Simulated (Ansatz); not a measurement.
# W16CO: the cost of one run

Program: Ansatz 0.2.0. Level of theory: DFT PBE+D3(BJ), scalar-relativistic, plane waves, PAW. These are calculated values, not measurements.

The COD cell was measured well above room temperature, so it is larger than a cold one.

5 further runs of the same task are left out: 5 set aside as unsound or not needed. Runs told in other sessions of the task aren't counted.

## Step 1: The starting structure

The structure is tetragonal, space group P4mm (No. 99). Conventional cell: a = 6.319 Å, b = 6.319 Å, c = 23.692 Å, α = 90.00°, β = 90.00°, γ = 90.00°. Around W (site symmetry m) lie 4 W at 2.74 Å. W (site symmetry 4mm) has 13 W at 2.74 to 3.16 Å in its first shell of neighbours. Around W (site symmetry 2mm) lie 13 W at 2.74 to 3.16 Å. W (site symmetry m) is surrounded by 8 W at 2.64 to 2.78 Å. Around W (site symmetry 4mm) lie 9 W at 2.64 to 3.16 Å and 1 O at 3.00 Å. W (site symmetry 2mm) is surrounded by 4 W at 2.64 Å. Around W (site symmetry 4mm) lie 4 W at 2.64 Å. Only part of the 10 independent sites is listed.

Structure file:

```xyz
18
Lattice="6.3191 0.0000 0.0000 0.0000 6.3191 0.0000 0.0000 0.0000 23.6918" Properties=species:S:1:pos:R:3 pbc="T T T"
W     1.5798    1.5798    4.0000
W     1.5798    4.7393    4.0000
W     4.7393    1.5798    4.0000
W     4.7393    4.7393    4.0000
W     0.0000    0.0000    5.5798
W     0.0000    3.1595    5.5798
W     3.1595    0.0000    5.5798
W     3.1595    3.1595    5.5798
W     1.5798    1.5798    7.2344
W     1.5798    4.7393    7.2344
W     4.7393    1.5798    7.2344
W     4.7393    4.7393    7.2344
W     0.0000    0.0000    8.6418
W     0.0000    3.1595    8.6418
W     3.1595    0.0000    8.6418
W     3.1595    3.1595    8.6418
O     0.0000    0.0000   11.6418
C     0.0000    0.0000   12.7918
```

This is the geometry of the first run shown, built on a cell relaxed beforehand with the same method.

## Step 2: Plan of the line

Atoms count from 1 in the order of the input.

CO (O end down) is moved over the surface cell at a fixed height above a rigid substrate; the origin of the map has the adsorbate above W13; the height is held at 3.00 Å.

The axes are (1) position of O17 along the first surface vector, from above W13: 8 values from 0.000 to 0.875, periodic; (2) position of O17 along the second surface vector, from above W13: 8 values from 0.000 to 0.875, periodic.

Nothing else is relaxed. Points are written as (first, second).

The two vectors of the plane (Å): (3.159, 0.000, 0.000); (0.000, 3.159, 0.000).

## Step 3: The run at (0/8, 0/8) of the map's two axes

The cell repeats along c, and a dipole correction in the vacuum removes the field between the copies.

Input file input.yaml:

```yaml
crystal:
  lattice:
    - [6.3190634612, 0.0, 0.0]
    - [0.0, 6.3190634612, 0.0]
    - [0.0, 0.0, 23.6917534247]
  atoms:
    - { symbol: W, position: [0.25, 0.25, 0.1688351186] }
    - { symbol: W, position: [0.25, 0.75, 0.1688351186] }
    - { symbol: W, position: [0.75, 0.25, 0.1688351186] }
    - { symbol: W, position: [0.75, 0.75, 0.1688351186] }
    - { symbol: W, position: [0.0, 0.0, 0.2355151079] }
    - { symbol: W, position: [0.0, 0.5, 0.2355151079] }
    - { symbol: W, position: [0.5, 0.0, 0.2355151079] }
    - { symbol: W, position: [0.5, 0.5, 0.2355151079] }
    - { symbol: W, position: [0.25, 0.25, 0.3053545434] }
    - { symbol: W, position: [0.25, 0.75, 0.3053545434] }
    - { symbol: W, position: [0.75, 0.25, 0.3053545434] }
    - { symbol: W, position: [0.75, 0.75, 0.3053545434] }
    - { symbol: W, position: [0.0, 0.0, 0.3647578662] }
    - { symbol: W, position: [0.0, 0.5, 0.3647578662] }
    - { symbol: W, position: [0.5, 0.0, 0.3647578662] }
    - { symbol: W, position: [0.5, 0.5, 0.3647578662] }
    - { symbol: O, position: [0.0, 0.0, 0.4913842051] }
    - { symbol: C, position: [0.0, 0.0, 0.5399243017] }
basis:
  ecutwfc: 420
kpoints:
  mp_grid: { grid: [4, 4, 1] }
hamiltonian:
  xc: pbe
  pseudopotentials: { kind: paw, azcp: { folder: soft_1 } }
  dispersion: d3bj
scf:
  occupations: { method: gaussian, width: 0.1 }
output:
  forces: true
  eigenvalues: true
efield:
  axis: 3
  dipole_correction: true
  ramp_width: 0.04
```

Launch:

```console
$ ansatz run input.yaml --threads 4 --pin off --max-ram 12288MiB --backend cpu --events-out ev --progress --plain --runs-dir out
```

What time and memory should one allow on 4 threads of Arm Neoverse N1, shared host?

About 71 s, with a peak of 2.5 GiB.
